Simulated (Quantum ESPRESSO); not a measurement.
Crystal: NbCu.

```
Nb Cu
1.0
     0.00000    2.56221    2.56221
     2.56221    0.00000    2.56221
     2.56221    2.56221    0.00000
Nb Cu
1 1
Direct
  0.00000 0.00000 0.00000
  0.50000 0.50000 0.50000
```

The cell was built by a generator and needn't be a form met in nature.

```yaml
Program: Quantum ESPRESSO 7.5
Task: Wannier functions
Functional: LDA
Potentials_or_basis: GBRV 1.5 LDA
Cutoff: 762 eV
Density_cutoff: 6095 eV
k_mesh: 7 × 7 × 7
Occupations: fermi-dirac, width 0.05 eV
Spin: no spin polarisation
Iterations: 0
Form_of_the_LDA_correlation: PZ81
Mixing_beta: 0.5
Most_SCF_iterations: 120
SCF_threshold: 4e-10 Ry
k_mesh_for_the_Wannier_functions: 5 × 5 × 5
Projections: Nb spd, Cu spd
```

Start: atomic projections with disentanglement, frozen window up to 2.0 eV over the reference level; the lowest 8 bands are left out; no minimisation of the spread. The reference level is the Fermi level, or the middle of the gap.

Q: With atomic projections with disentanglement, how many functions result, how localised are they, and how well do they interpolate the bands?

A: 18 functions with spreads from 0.35 to 3.05 Å², 26.7 Å² in all; they miss the direct bands by 25 meV (root mean square).

Wannier functions:
```
function  nearest atom  distance (Å)  spread (Å²)  on-site energy from the reference level (eV)
       1          1 Nb          0.00         3.00                                         10.49
       2          1 Nb          0.00         3.05                                         14.11
       3          1 Nb          0.00         3.05                                         14.11
       4          1 Nb          0.00         3.05                                         14.11
       5          1 Nb          0.00         0.92                                          2.74
       6          1 Nb          0.00         1.34                                          1.29
       7          1 Nb          0.00         1.34                                          1.29
       8          1 Nb          0.00         0.92                                          2.74
       9          1 Nb          0.00         1.34                                          1.30
      10          2 Cu          0.00         1.47                                          3.42
      11          2 Cu          0.00         1.82                                          8.92
      12          2 Cu          0.00         1.82                                          8.92
      13          2 Cu          0.00         1.82                                          8.92
      14          2 Cu          0.00         0.35                                         -3.17
      15          2 Cu          0.00         0.36                                         -3.16
      16          2 Cu          0.00         0.36                                         -3.16
      17          2 Cu          0.00         0.35                                         -3.17
      18          2 Cu          0.00         0.36                                         -3.16
```

Parts of the spread (Å²): invariant 15.50, diagonal 0.000, off-diagonal 11.21, total 26.71. Against the direct bands the interpolation misses by 25 meV (root mean square) and 208 meV at most, for states up to 1 eV over the reference level.

Caveat: the k mesh is coarse.
